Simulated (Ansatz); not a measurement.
# GaB3As4: the cost of one run

Program: Ansatz 0.2.0. PAW datasets, plane waves, zero pressure. These are computed values for a spin-unpolarised cell that may be hypothetical; none is a measurement.

### 1 The structure to begin with

This is the cell as the run starts from it, not yet at rest; its lengths are not the crystal's.

The symmetry is R3m (No. 160, trigonal); a = 3.441 Å, c = 33.716 Å in the conventional setting, 14.41 Å³ an atom. B has 4 As at 2.11 Å; Ga has 4 As at 2.11 Å; As has 4 B at 2.11 Å.

As a file:

```
CELL_PARAMETERS angstrom
1.72054 0.99336 11.23853
-1.72054 0.99336 11.23853
0.00000 -1.98671 11.23853
ATOMIC_POSITIONS crystal
B 0.00000 0.00000 0.00000
B 0.25000 0.25000 0.25000
B 0.50000 0.50000 0.50000
Ga 0.75000 0.75000 0.75000
As 0.31250 0.31250 0.31250
As 0.56250 0.56250 0.56250
As 0.81250 0.81250 0.81250
As 0.06250 0.06250 0.06250
```

### 2 PBE: cell and atoms

Contents of input.yaml:

```yaml
crystal:
  lattice:
    - [1.7205420077, 0.9933553913, 11.2385333333]
    - [-1.7205420077, 0.9933553913, 11.2385333333]
    - [0.0, -1.9867107826, 11.2385333333]
  atoms:
    - { symbol: B, position: [1.0, 0.0, 0.0] }
    - { symbol: B, position: [0.25, 0.25, 0.25] }
    - { symbol: B, position: [0.5, 0.5, 0.5] }
    - { symbol: Ga, position: [0.75, 0.75, 0.75] }
    - { symbol: As, position: [0.3125, 0.3125, 0.3125] }
    - { symbol: As, position: [0.5625, 0.5625, 0.5625] }
    - { symbol: As, position: [0.8125, 0.8125, 0.8125] }
    - { symbol: As, position: [0.0625, 0.0625, 0.0625] }
kpoints:
  mp_grid: { grid: [8, 8, 8] }
hamiltonian:
  xc: pbe
scf:
  occupations: { method: fermi_dirac, width: 0.02 }
relax:
  f_tol: 0.005
  cell: {}
```

Command:

```console
> ansatz run input.yaml --threads 4 --pin off --max-ram 6451MiB --backend cpu --events-out ev --progress --plain --runs-dir out
```

**Question.** How long does this run take on 4 threads of AMD EPYC 9B45 (Zen 5), shared host, and how much memory does it need?

About 29 s, with a peak of 0.7 GiB.
